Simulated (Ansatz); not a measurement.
**InH₂Cl: a ladder of functionals and wavefunction methods**

One table from this session's results is given with a row withheld; the runs are named, their logs left out.

The runs use Ansatz 0.2.0, Gaussian basis; functionals in def2-TZVPP, the program's frozen cores in correlated methods.

The runs, in order: LDA (SPW92), PBE-D4, revPBE-D4, BLYP-D4, r2SCAN-D4, B97M-V, PBE0-D4, B3LYP-D4, r2SCANh-D4, r2SCAN0-D4, HSE06-D4, BHLYP-D4, CAM-B3LYP-D4, LC-ωPBE, ωB97X-V, ωB97M-V, B2PLYP, PBE-QIDH; CCSD(T)/def2-SVP; CCSD(T)/def2-TZVPP; CCSD(T)/def2-QZVPP; extrapolation to the limit; RPA on PBE.

## Structure used throughout

All runs share one geometry, relaxed beforehand with PBE0-D4 in a triple-zeta def2 set. In takes the def2 core potential; no spin-orbit term is included.

SMILES `[Cl][InH2]`, 4 atoms, charge 0, spin multiplicity 1.

Atoms are counted from 1 here; the program's logs count them from 0.

Bond lengths: Cl1–In2 2.343 Å, In2–H3 1.705 Å, In2–H4 1.705 Å. Angles: Cl1–In2–H3 112.5°, Cl1–In2–H4 112.5°, H3–In2–H4 135.1°.

The first run:

File in.yaml:

```yaml
crystal:
  periodic: [false, false, false]
  atoms:
    - {symbol: Cl, position_ang: [-1.722671, 0.647644, -0.945697]}
    - {symbol: In, position_ang: [0.230848, -0.097867, 0.112436]}
    - {symbol: H, position_ang: [0.456784, -1.780125, -0.047692]}
    - {symbol: H, position_ang: [1.090638, 1.170048, 0.860654]}
basis:
  gaussian: {orbitals: def2-TZVPP}
hamiltonian: {xc: lda}
output: {orbitals: {seedname: orbitals}}
```

On the command line:

```console
$ ansatz run in.yaml --threads 4 --pin off --events-out ev --progress --plain --max-ram 10444MiB
```

Among the steps run: LDA; PBE-D4 (GGA); revPBE-D4 (GGA); BLYP-D4 (GGA); r2SCAN-D4 (meta-GGA); B97M-V (meta-GGA); B3LYP-D4 (hybrid); r2SCANh-D4 (hybrid); r2SCAN0-D4 (hybrid); HSE06-D4 (hybrid); BHLYP-D4 (hybrid); CAM-B3LYP-D4 (range-separated); LC-ωPBE (range-separated); ωB97X-V (range-separated); ωB97M-V (range-separated); B2PLYP (double hybrid); PBE-QIDH (double hybrid).

One of the session's tables, all rows but one given; the rest of the session is left out.

It belongs to the step «Frontier levels by functional». 

```
  functional  HOMO (eV)  LUMO (eV)  gap (eV)
 LDA (SPW92)      -7.01      -2.97      4.04
      PBE-D4      -6.89      -2.70      4.19
   revPBE-D4      -6.84      -2.58      4.26
     BLYP-D4      -6.75      -2.68      4.07
   r2SCAN-D4      -7.21      -2.42      4.79
      B97M-V      -7.32      -2.70      4.62
     PBE0-D4      -8.20      -1.98      6.23
    B3LYP-D4          ?          ?         ?
  r2SCANh-D4      -7.69      -2.17      5.52
  r2SCAN0-D4      -8.42      -1.81      6.61
    HSE06-D4      -7.80      -2.34      5.47
    BHLYP-D4      -9.39      -1.35      8.04
CAM-B3LYP-D4      -9.55      -1.19      8.37
     LC-ωPBE     -10.94      -0.06     10.89
     ωB97X-V     -10.58      -0.19     10.40
     ωB97M-V     -10.42      -0.46      9.96
```

**Question.** Estimate the row for B3LYP-D4.

Worked estimate for «HOMO (eV)». Against the share of exact exchange, BLYP-D4 (0, -6.75), BHLYP-D4 (0.5, -9.39) give a slope of -5.28 per unit share; at 0.2 the line stands at -7.81.

**Answer.** HOMO (eV): -7.96; LUMO (eV): -2.27; gap (eV): 5.69. In «HOMO (eV)» the line misses by +0.15.
